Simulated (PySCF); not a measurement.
# The bond of GeB, level by level

What are the lowest state that PBE0 finds, the bond length, vibrational wavenumber and bond energy of GeB, and how much do these hang on the method?

The runs use PySCF 2.14.0; Ge cc-pVDZ-PP with ECP10, B cc-pVDZ, scalar-relativistic core potentials.

## Step 1: Input

Settings of the job:

```json
{
 "atoms": "Ge, B",
 "charge": "0",
 "basis": "Ge cc-pVDZ-PP with ECP10, B cc-pVDZ",
 "Hamiltonian": "scalar-relativistic core potentials",
 "basis functions": "37",
 "electrons treated": "27",
 "masses in u": "73.9212, 11.0093",
 "levels": "PBE0, PBE, r²SCAN, LDA, B97-3, PBEsol, ωB97X, HF, MP2, SCS-MP2, CCSD, CCSD(T)",
 "grid": "80 radial by 434 angular points",
 "occupations": "held fixed by the projection of orbital angular momentum",
 "dissociation limit": "Ge + B, each in its ground configuration",
 "starting distance in angstrom": "1.975",
 "values of 2S to try": "1, 3"
}
```

Run with:

```sh
$ OMP_NUM_THREADS=1 python dia.py task.json out
```

After this run come: The PBE0 curve of the state that the search chose; Excited determinants; PBE; r²SCAN (meta-GGA); LDA (local density); B97-3 (global hybrid GGA); PBEsol (GGA); ωB97X; UHF (mean field); MP2 and coupled cluster.

**Question.** What will these runs give? Wanted: for each run, Re; ωe; De; μ.

**Answer**, as computed:

Lowest PBE0 solution found, without spin–orbit coupling: ⁴Σ⁻ (quartet), unpaired electrons σ ↑, π ↑↑. State 2 has its PBE0 minimum 0.35 eV higher, as a spin-mixed determinant (⟨S²⟩ = 1.77), so this is no gap between pure states. State 3 has its PBE0 minimum 0.40 eV higher, as a spin-mixed determinant (⟨S²⟩ = 1.76), so this is no gap between pure states. State 4 has its PBE0 minimum 1.09 eV higher. The other levels ran on the lowest alone.

```csv
level,Re (Å),ωe (cm⁻¹),De (eV),μ (D)
UHF,1.949,704,1.92,-0.31
UHF-MP2,1.999,667,2.80,n/a
UHF-SCS-MP2,2.002,648,2.43,n/a
UHF-CCSD,2.010,618,2.53,n/a
UHF-CCSD(T),2.020,615,2.68,n/a
LDA,1.990,637,3.98,-1.06
PBE,2.015,611,3.42,-1.04
PBEsol,2.004,623,3.67,-1.01
r²SCAN,1.989,648,3.41,-0.72
PBE0,1.988,647,3.19,-0.89
B97-3,1.997,635,3.02,-1.01
ωB97X,1.962,692,2.98,-0.95
```

De is counted to Ge + B in their ground configurations. A positive dipole means Ge(−)B(+).

Differences from CCSD(T) in the same basis:

```csv
level,Re (mÅ),ωe (%)
UHF,-70,+14.5
UHF-MP2,-20,+8.5
UHF-SCS-MP2,-18,+5.4
UHF-CCSD,-9,+0.6
LDA,-30,+3.6
PBE,-4,-0.6
PBEsol,-15,+1.4
r²SCAN,-31,+5.5
PBE0,-32,+5.2
B97-3,-22,+3.2
ωB97X,-57,+12.6
```

**Reading.** Judged by CCSD(T) in the same basis: best bond length PBE (-4 mÅ), worst UHF (-70 mÅ); best wavenumber UHF-CCSD and PBE (0.6 % off), worst UHF (+14.5 %). Hartree–Fock falls on the short and stiff side, its usual fault. CCSD(T) in a basis this small is itself some way from its limit, more so than the functionals. Among the levels with a De in the table, it runs from 1.92 eV (UHF) to 3.98 eV (LDA).

Correlated steps freeze 5 core orbitals.
